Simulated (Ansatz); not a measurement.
# C₄H₁₀Br₂Cl₂Ga₂: up Jacob's ladder to CCSD(T)

The task here is to estimate one member of a computed series from the others.

Program: Ansatz 0.2.0, Gaussian basis. Level of theory: functionals in def2-TZVPP, the program's frozen cores in correlated methods. These are calculated values, not measurements.

Levels to be run: LDA (SPW92), PBE-D4, revPBE-D4, BLYP-D4, r2SCAN-D4, B97M-V, PBE0-D4, B3LYP-D4, r2SCANh-D4, r2SCAN0-D4, HSE06-D4, BHLYP-D4, CAM-B3LYP-D4, LC-ωPBE, ωB97X-V, ωB97M-V, B2PLYP, PBE-QIDH; CCSD(T)/def2-SVP; CCSD(T)/def2-TZVPP; MP2/def2-QZVPP; extrapolation to the limit; RPA on PBE.

## Structure used throughout

All runs share one geometry, relaxed beforehand with PBE0-D4 in a triple-zeta def2 set.

SMILES `C[CH2][Ga@-]1([Cl])[Br+][Ga@-]([Cl])([CH2]C)[Br+]1`, 20 atoms, charge 0, spin multiplicity 1.

Atoms are counted from 1 here; the program's logs count them from 0.

Bond lengths: C1–C2 1.523 Å, C1–H11 1.093 Å, C1–H12 1.094 Å, C1–H13 1.092 Å, C2–Ga3 1.960 Å, C2–H14 1.093 Å, C2–H15 1.094 Å, Ga3–Cl4 2.145 Å, Ga3–Br5 2.499 Å, Ga3–Br10 2.503 Å, Br5–Ga6 2.499 Å, Ga6–Cl7 2.145 Å, Ga6–C8 1.960 Å, Ga6–Br10 2.503 Å, C8–C9 1.523 Å, C8–H16 1.093 Å, C8–H17 1.094 Å, C9–H18 1.093 Å and more. Angles: C2–C1–H11 111.7°, C2–C1–H12 111.0°, C2–C1–H13 111.7°, H11–C1–H12 107.3°, H11–C1–H13 107.5°, H12–C1–H13 107.4°, C1–C2–Ga3 112.8°, C1–C2–H14 111.4°, C1–C2–H15 111.3°, Ga3–C2–H14 107.1°, Ga3–C2–H15 106.9°, H14–C2–H15 107.0°, C2–Ga3–Cl4 126.0°, C2–Ga3–Br5 110.9°, C2–Ga3–Br10 109.1°, Cl4–Ga3–Br5 106.7°, Cl4–Ga3–Br10 106.3°, Br5–Ga3–Br10 92.6° and more.

Set-up of the first run:

Input file in.yaml:

```yaml
crystal:
  periodic: [false, false, false]
  atoms:
    - {symbol: C, position_ang: [3.188144, -0.714284, -0.705529]}
    - {symbol: C, position_ang: [2.462430, 0.121110, 0.340987]}
    - {symbol: Ga, position_ang: [1.315515, -0.955060, 1.511198]}
    - {symbol: Cl, position_ang: [1.975255, -2.482326, 2.865737]}
    - {symbol: Br, position_ang: [-0.271833, 0.496192, 2.783719]}
    - {symbol: Ga, position_ang: [-1.954713, -0.120502, 1.042644]}
    - {symbol: Cl, position_ang: [-3.585710, -1.064210, 2.068222]}
    - {symbol: C, position_ang: [-2.106669, 1.285053, -0.315350]}
    - {symbol: C, position_ang: [-2.837094, 0.818722, -1.567995]}
    - {symbol: Br, position_ang: [-0.523065, -1.969342, 0.148556]}
    - {symbol: H, position_ang: [2.487559, -1.239347, -1.359800]}
    - {symbol: H, position_ang: [3.817998, -0.085920, -1.341574]}
    - {symbol: H, position_ang: [3.834575, -1.465617, -0.246056]}
    - {symbol: H, position_ang: [1.825828, 0.878726, -0.123724]}
    - {symbol: H, position_ang: [3.168499, 0.650383, 0.987186]}
    - {symbol: H, position_ang: [-1.091705, 1.619663, -0.545942]}
    - {symbol: H, position_ang: [-2.621430, 2.127773, 0.154899]}
    - {symbol: H, position_ang: [-3.856029, 0.493978, -1.344610]}
    - {symbol: H, position_ang: [-2.322952, -0.018450, -2.047052]}
    - {symbol: H, position_ang: [-2.904604, 1.623458, -2.305527]}
basis:
  gaussian: {orbitals: def2-TZVPP}
hamiltonian: {xc: lda}
output: {orbitals: {seedname: orbitals}}
```

Launch:

```sh
> ansatz run in.yaml --threads 11 --pin off --events-out ev --progress --plain --max-ram 120832MiB --backend cuda --devices 0, --max-vram 75GiB
```

Among the steps run: LDA; PBE-D4 (GGA); revPBE-D4 (GGA); BLYP-D4 (GGA); r2SCAN-D4 (meta-GGA); B97M-V (meta-GGA); PBE0-D4 (hybrid); B3LYP-D4 (hybrid); r2SCANh-D4 (hybrid); r2SCAN0-D4 (hybrid); HSE06-D4 (hybrid); BHLYP-D4 (hybrid); CAM-B3LYP-D4 (range-separated); LC-ωPBE (range-separated); ωB97X-V (range-separated); ωB97M-V (range-separated); B2PLYP (double hybrid); PBE-QIDH (double hybrid).

One table of the session follows, with a row left open; its other results are not shown here.

It belongs to the step «Frontier levels by functional». 

```
  functional  HOMO (eV)  gap (eV)
 LDA (SPW92)      -7.13      4.88
      PBE-D4      -6.98      5.02
   revPBE-D4      -6.92      5.07
     BLYP-D4      -6.83      4.96
   r2SCAN-D4          ?         ?
      B97M-V      -7.32      5.63
     PBE0-D4      -8.18      7.10
    B3LYP-D4      -7.97      6.63
  r2SCANh-D4      -7.70      6.27
  r2SCAN0-D4      -8.37      7.42
    HSE06-D4      -7.79      6.34
    BHLYP-D4      -9.28      9.19
CAM-B3LYP-D4      -9.49      9.40
     LC-ωPBE     -10.80     11.84
     ωB97X-V     -10.46     11.45
     ωB97M-V     -10.32     11.19
```

Estimate the missing values for r2SCAN-D4.

Worked estimate for «HOMO (eV)». Against the share of exact exchange, r2SCANh-D4 (0.1, -7.70), r2SCAN0-D4 (0.25, -8.37) give a slope of -4.47 per unit share; at 0 the line stands at -7.25.

As computed: HOMO (eV): -7.26; gap (eV): 5.50. In «HOMO (eV)» the line misses by +0.01.
